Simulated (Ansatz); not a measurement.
Working through harmonic frequencies at the relaxed geometry of CH4AsNO, SMILES OC=N[AsH2]

With Ansatz 0.2.0 through its Python package.

Notebook, run cell by cell (the value of a cell's last expression is shown):

```python
import itertools

import ansatz as az
from ase.data import atomic_numbers, covalent_radii
import numpy as np
```

```python
GEOMETRY = '''
O    -1.18120    1.79630   -0.14680
C    -0.16080    0.99220    0.10080
N    -0.37740   -0.27860    0.19450
As    1.17960   -1.45000    0.56060
H    -2.16660    1.46920   -0.28600
H     0.83420    1.43080    0.21230
H     1.68140   -1.31840   -0.88960
H     0.28300   -2.69850    0.19840
'''
```

```python
molecule = az.Crystal.molecule()
for line in GEOMETRY.strip().splitlines():
    symbol, *xyz = line.split()
    molecule = molecule.atom(symbol, [float(v) for v in xyz])

job = (
    molecule.calculation()
    .basis(gaussian='def2-SVP')
    .functional('r2scan')
    .scf(lower_state_search='standard')
)
symbols = [site.symbol for site in molecule.cartesian_sites]
start = np.array([site.position_ang for site in molecule.cartesian_sites], dtype=float)
rep = job.relax(force_tolerance=0.003, max_steps=100).run(threads=1).report
end = np.array(rep['positions_ang'])
```

```python
# pairs closer than 1.2 times the sum of covalent radii, before or after
radius = [covalent_radii[atomic_numbers[s]] for s in symbols]
span = lambda where, i, j: np.linalg.norm(where[i] - where[j])
bonded = [(i, j) for i, j in itertools.combinations(range(len(symbols)), 2) if min(span(start, i, j), span(end, i, j)) < 1.2 * (radius[i] + radius[j])]
print('pair        before    after (A)')
for i, j in bonded:
    print(f'{symbols[i]}{i}-{symbols[j]}{j}'.ljust(10), f'{span(start, i, j):8.4f} {span(end, i, j):8.4f}')
for first, second in list(itertools.combinations(bonded, 2)):
    shared = set(first) & set(second)
    if shared and symbols[(j := shared.pop())] != 'H':
        i, k = sorted((set(first) | set(second)) - {j})
        u, v = end[i] - end[j], end[k] - end[j]
        angle = np.degrees(np.arccos(np.clip(u @ v / np.linalg.norm(u) / np.linalg.norm(v), -1, 1)))
        print(f'final angle {symbols[i]}{i}-{symbols[j]}{j}-{symbols[k]}{k}: {angle:.2f} deg')
```

    pair        before    after (A)
    O0-C1        1.3225   1.3388
    O0-H4        1.0476   0.9753
    C1-N2        1.2925   1.2706
    C1-H5        1.0931   1.1073
    N2-As3       1.9825   1.8834
    As3-H6       1.5402   1.5274
    As3-H7       1.5792   1.5274
    final angle C1-O0-H4: 105.76 deg
    final angle O0-C1-N2: 121.87 deg
    final angle O0-C1-H5: 110.21 deg
    final angle N2-C1-H5: 127.93 deg
    final angle C1-N2-As3: 115.62 deg
    final angle N2-As3-H6: 94.81 deg
    final angle N2-As3-H7: 94.79 deg
    final angle H6-As3-H7: 90.53 deg

```python
# same settings at the minimum
minimum = az.Crystal.molecule()
for symbol, place in zip(symbols, end):
    minimum = minimum.atom(symbol, place.tolist())
vibrating = minimum.calculation()
vibrating = vibrating.basis(gaussian='def2-SVP').functional('r2scan')
vibrating = vibrating.scf(lower_state_search='standard').phonons(temperatures=(200, 600, 100))
vib = vibrating.run(threads=1).report['vibrations']
sums = vib['harmonic_sums']
modes = [m['omega_inv_cm'] for m in sums['modes_at_gamma'] if m['rigid_motion'] == 'no']
print('frequencies (1/cm):', ' '.join(f'{w:.0f}' for w in modes))
print('imaginary modes:', sum(w < 0 for w in modes), ' zero-point energy:', round(sums['zero_point_energy_ev'], 4), 'eV')
print('T (K)   F_vib (eV)   S_vib (meV/K)   C_vib (meV/K)')
for row in zip(sums['temperatures_k'], sums['vibrational_free_energy_ev'], vib['entropy_ev_per_k'], vib['heat_capacity_ev_per_k']):
    print(f'{row[0]:6.1f} {row[1]:11.4f} {1000 * row[2]:13.4f} {1000 * row[3]:15.4f}')
```

    frequencies (1/cm): 100 212 223 399 693 760 809 818 1003 1013 1189 1332 1383 1730 2182 2190 3057 3705
    imaginary modes: 0  zero-point energy: 1.4133 eV
    T (K)   F_vib (eV)   S_vib (meV/K)   C_vib (meV/K)
     200.0      1.3924        0.2587          0.3205
     300.0      1.3585        0.4195          0.4848
     400.0      1.3085        0.5806          0.6395
     500.0      1.2425        0.7379          0.7707
     600.0      1.1611        0.8883          0.8790

The settings weren't tested for convergence. The frequencies are harmonic and unscaled, in a modest basis. The result belongs to the one conformer reached from this start, and soft torsions count as harmonic oscillators. Hardware and time: 4.1 min on 1 thread of Arm Neoverse V1 (shared host), peak memory 0.24 GiB.
